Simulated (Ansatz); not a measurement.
**C5H15N3OW: small, medium and large basis sets**

The task here is to estimate one member of a computed series from the others.

The runs use Ansatz 0.2.0, Gaussian basis; one geometry, several basis sets.

Plan: PBE0-D4/def2-SVP; ωB97M-V/def2-SVP; PBE0-D4/def2-QZVPP; ωB97M-V/def2-QZVPP; the functionals' def2-TZVPP values are taken from earlier runs.

**Structure used throughout**

All runs share one geometry, relaxed beforehand with PBE0-D4 in a triple-zeta def2 set. W takes the def2 core potential; no spin-orbit term is included.

SMILES `C[N]=[W](=[O])([N](C)C)[N](C)C`, 25 atoms, charge 0, spin multiplicity 1.

Atoms are counted from 1 here; the program's logs count them from 0.

Bond lengths: C1–N2 1.420 Å, C1–H11 1.096 Å, C1–H12 1.096 Å, C1–H13 1.096 Å, N2–W3 1.762 Å, W3–O4 1.725 Å, W3–N5 1.956 Å, W3–N8 1.956 Å, N5–C6 1.447 Å, N5–C7 1.443 Å, C6–H14 1.092 Å, C6–H15 1.098 Å, C6–H16 1.099 Å, C7–H17 1.089 Å, C7–H18 1.099 Å, C7–H19 1.099 Å, N8–C9 1.443 Å, N8–C10 1.447 Å and more. Angles: N2–C1–H11 112.5°, N2–C1–H12 110.3°, N2–C1–H13 110.3°, H11–C1–H12 108.2°, H11–C1–H13 108.2°, H12–C1–H13 107.2°, C1–N2–W3 153.8°, N2–W3–O4 115.2°, N2–W3–N5 106.4°, N2–W3–N8 106.4°, O4–W3–N5 108.9°, O4–W3–N8 108.9°, N5–W3–N8 111.0°, W3–N5–C6 119.9°, W3–N5–C7 127.3°, C6–N5–C7 112.8°, N5–C6–H14 111.1°, N5–C6–H15 110.8° and more.

Set-up of the first run:

in.yaml reads:

```yaml
crystal:
  periodic: [false, false, false]
  atoms:
    - {symbol: C, position_ang: [1.068915, -3.208166, -0.267724]}
    - {symbol: N, position_ang: [0.620221, -1.868829, -0.122312]}
    - {symbol: W, position_ang: [0.139885, -0.287295, -0.733134]}
    - {symbol: O, position_ang: [0.191462, -0.115199, -2.448814]}
    - {symbol: N, position_ang: [-1.694678, 0.007315, -0.122405]}
    - {symbol: C, position_ang: [-2.502531, 1.038012, -0.736761]}
    - {symbol: C, position_ang: [-2.389837, -0.694352, 0.929105]}
    - {symbol: N, position_ang: [1.364225, 1.009666, 0.069605]}
    - {symbol: C, position_ang: [2.211588, 0.815300, 1.220911]}
    - {symbol: C, position_ang: [1.475506, 2.339220, -0.489228]}
    - {symbol: H, position_ang: [1.222252, -3.487177, -1.316145]}
    - {symbol: H, position_ang: [0.341684, -3.902969, 0.167780]}
    - {symbol: H, position_ang: [2.015173, -3.352944, 0.266085]}
    - {symbol: H, position_ang: [-1.971904, 1.513007, -1.564539]}
    - {symbol: H, position_ang: [-3.432598, 0.615095, -1.139763]}
    - {symbol: H, position_ang: [-2.773766, 1.817576, -0.011862]}
    - {symbol: H, position_ang: [-1.764099, -1.487370, 1.335830]}
    - {symbol: H, position_ang: [-3.319408, -1.141840, 0.550423]}
    - {symbol: H, position_ang: [-2.661399, -0.013619, 1.747865]}
    - {symbol: H, position_ang: [3.262547, 1.014950, 0.969223]}
    - {symbol: H, position_ang: [1.933240, 1.495778, 2.037596]}
    - {symbol: H, position_ang: [2.130771, -0.207926, 1.584704]}
    - {symbol: H, position_ang: [0.867805, 2.439331, -1.390899]}
    - {symbol: H, position_ang: [1.149501, 3.102996, 0.229893]}
    - {symbol: H, position_ang: [2.515464, 2.559431, -0.765420]}
basis:
  gaussian: {orbitals: def2-SVP}
hamiltonian: {xc: pbe0, dispersion: d4}
output: {orbitals: {seedname: orbitals}}
```

On the command line:

```sh
$ ansatz run in.yaml --threads 4 --pin off --events-out ev --progress --plain --max-ram 66560MiB --backend cpu
```

Among the steps run: PBE0-D4 in def2-SVP; ωB97M-V in def2-SVP; PBE0-D4 in def2-QZVPP; ωB97M-V in def2-QZVPP.

One of the session's tables, all rows but one given; the rest of the session is left out.

```
functional       basis  HOMO (eV)  LUMO (eV)
   PBE0-D4    def2-SVP      -6.12      -0.28
   PBE0-D4  def2-TZVPP          ?          ?
   PBE0-D4  def2-QZVPP      -6.20      -0.35
   ωB97M-V    def2-SVP      -8.29       1.73
   ωB97M-V  def2-TZVPP      -8.34       1.55
   ωB97M-V  def2-QZVPP      -8.36       1.09
```

Q: Estimate the row for PBE0-D4, def2-TZVPP from the others.

As computed: HOMO (eV): -6.17; LUMO (eV): -0.30. In the column «HOMO (eV)» it lies between PBE0-D4, def2-QZVPP (-6.20) and PBE0-D4, def2-SVP (-6.12).
